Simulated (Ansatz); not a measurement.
## In3Se in Ansatz: convergence with scf exx energy threshold

Input of the first run (scf exx energy threshold 0.01); the others differ in this setting and in those tied to it:

The input input.yaml:

```yaml
crystal:
  lattice:
    - [4.803758, 0.0, 0.0]
    - [0.0, 4.803758, 0.0]
    - [0.0, 0.0, 4.803758]
  atoms:
    - { symbol: In, position: [0.5, 0.5, 0.0] }
    - { symbol: In, position: [0.5, 0.0, 0.5] }
    - { symbol: In, position: [0.0, 0.5, 0.5] }
    - { symbol: Se, position: [0.0, 0.0, 0.0] }
hamiltonian:
  xc: hse06
  pseudopotentials: { kind: paw }
kpoints:
  mp_grid: { grid: [3, 3, 3] }
scf:
  occupations: { method: fermi_dirac, width: 0.1 }
  exx: { energy_threshold: 0.01 }
output:
  forces: true
  stress: true
  eigenvalues: true
```

Potentials or basis: Ansatz PAW.

The run is started by

```bash
$ ansatz run input.yaml --threads 2 --pin off --max-ram 5632MiB --backend cpu --events-out ev --progress --plain --runs-dir out
```

The cell comes from a database or a generator and needn't be the stable form of this composition.

Hardware: 2 threads of Arm Neoverse V2, on a shared host.

| scf exx energy threshold | energy less the tightest run, at zero smearing (meV/atom) | SCF cycles | CPU time (s) | peak memory (GiB) |
| --- | --- | --- | --- | --- |
| 0.01 | 0.00 | 18 | 29 | 0.91 |
| 0.001 | 0.00 | 18 | 30 | 0.91 |
| 0.0001 | 0.00 | 18 | 29 | 0.91 |
| 1e-05 | 0.00 | 17 | 28 | 0.92 |
| 1e-06 | 0.00 | 19 | 28 | 0.92 |
| 1e-07 | 0.00 | 22 | 31 | 0.91 |

Against the tightest run, the energy stays within 1 meV/atom from 0.01 on. The tightest run that finished is the yardstick and may itself not be fully converged.

Caveat, for the tightest run too: the k mesh is coarse (spacing up to 0.44 Å⁻¹), so the values aren't converged, least of all with exact exchange.
